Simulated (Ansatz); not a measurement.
# TiF5−: up Jacob's ladder to CCSD(T)

The task here is to estimate one member of a computed series from the others.

Computed with Ansatz 0.2.0, Gaussian basis. Level: functionals in def2-TZVPPD, the program's frozen cores in correlated methods.

Levels to be run: LDA (SPW92), PBE-D4, revPBE-D4, BLYP-D4, r2SCAN-D4, B97M-V, PBE0-D4, B3LYP-D4, r2SCANh-D4, r2SCAN0-D4, HSE06-D4, BHLYP-D4, CAM-B3LYP-D4, LC-ωPBE, ωB97X-V, ωB97M-V, B2PLYP, PBE-QIDH; CCSD(T)/def2-SVPD; MP2/def2-TZVPPD; MP2/def2-QZVPPD; RPA on PBE.

### The geometry

The geometry comes from an earlier relaxation with PBE0-D4 in a triple-zeta def2 set; it is a stationary point.

SMILES `[F][Ti-]([F])([F])([F])[F]`, 6 atoms, charge -1, spin multiplicity 1.

Atoms are counted from 1 here; the program's logs count them from 0.

Bond lengths: F1–Ti2 1.840 Å, Ti2–F3 1.800 Å, Ti2–F4 1.800 Å, Ti2–F5 1.840 Å, Ti2–F6 1.800 Å. Angles: F1–Ti2–F3 90.0°, F1–Ti2–F4 90.0°, F1–Ti2–F5 180.0°, F1–Ti2–F6 90.0°, F3–Ti2–F4 120.0°, F3–Ti2–F5 90.0°, F3–Ti2–F6 120.0°, F4–Ti2–F5 90.0°, F4–Ti2–F6 120.0°, F5–Ti2–F6 90.0°.

Set-up of the first run:

Contents of in.yaml:

```yaml
crystal:
  periodic: [false, false, false]
  atoms:
    - {symbol: F, position_ang: [-0.966391, -1.239223, 0.957375]}
    - {symbol: Ti, position_ang: [-0.000011, 0.000007, 0.000002]}
    - {symbol: F, position_ang: [1.527786, -0.823163, 0.477286]}
    - {symbol: F, position_ang: [-0.857022, -0.493440, -1.503822]}
    - {symbol: F, position_ang: [0.966916, 1.238719, -0.957494]}
    - {symbol: F, position_ang: [-0.671267, 1.317090, 1.026652]}
basis:
  gaussian: {orbitals: "def2-TZVPPD.json"}
total_charge: -1
hamiltonian: {xc: lda}
output: {orbitals: {seedname: orbitals}}
```

Steps of the session up to this table: LDA; PBE-D4 (GGA); revPBE-D4 (GGA); BLYP-D4 (GGA); r2SCAN-D4 (meta-GGA); B97M-V (meta-GGA); PBE0-D4 (hybrid); B3LYP-D4 (hybrid); r2SCANh-D4 (hybrid); r2SCAN0-D4 (hybrid); HSE06-D4 (hybrid); BHLYP-D4 (hybrid); CAM-B3LYP-D4 (range-separated); LC-ωPBE-D4 (range-separated; the results give it without D4); ωB97X-V (range-separated); ωB97M-V (range-separated); B2PLYP (double hybrid); PBE-QIDH (double hybrid).

One table of the session follows, with a row left open; its other results are not shown here.

It belongs to the step «Frontier levels by functional». Levels are read from the orbital files that the runs wrote:

```
  functional  HOMO (eV)  LUMO (eV)  gap (eV)
 LDA (SPW92)      -3.80       1.50      5.30
      PBE-D4      -3.53       1.80      5.34
   revPBE-D4      -3.44       1.91      5.35
     BLYP-D4      -3.50       1.82      5.32
   r2SCAN-D4      -3.99       1.84      5.83
      B97M-V      -4.14       1.80      5.94
     PBE0-D4      -5.56       2.73      8.29
    B3LYP-D4      -5.28       2.37      7.65
  r2SCANh-D4      -4.75       2.20      6.95
  r2SCAN0-D4      -5.91       2.76      8.67
    HSE06-D4      -5.14       2.35      7.49
    BHLYP-D4      -7.62       3.79     11.41
CAM-B3LYP-D4      -7.18       3.77     10.95
     LC-ωPBE          ?          ?         ?
     ωB97X-V      -8.13       4.43     12.56
     ωB97M-V      -8.12       3.94     12.07
```

**Question.** Estimate the row for LC-ωPBE.

**Answer.** HOMO (eV): -8.42; LUMO (eV): 4.33; gap (eV): 12.75. In the column «HOMO (eV)» it is the lowest.
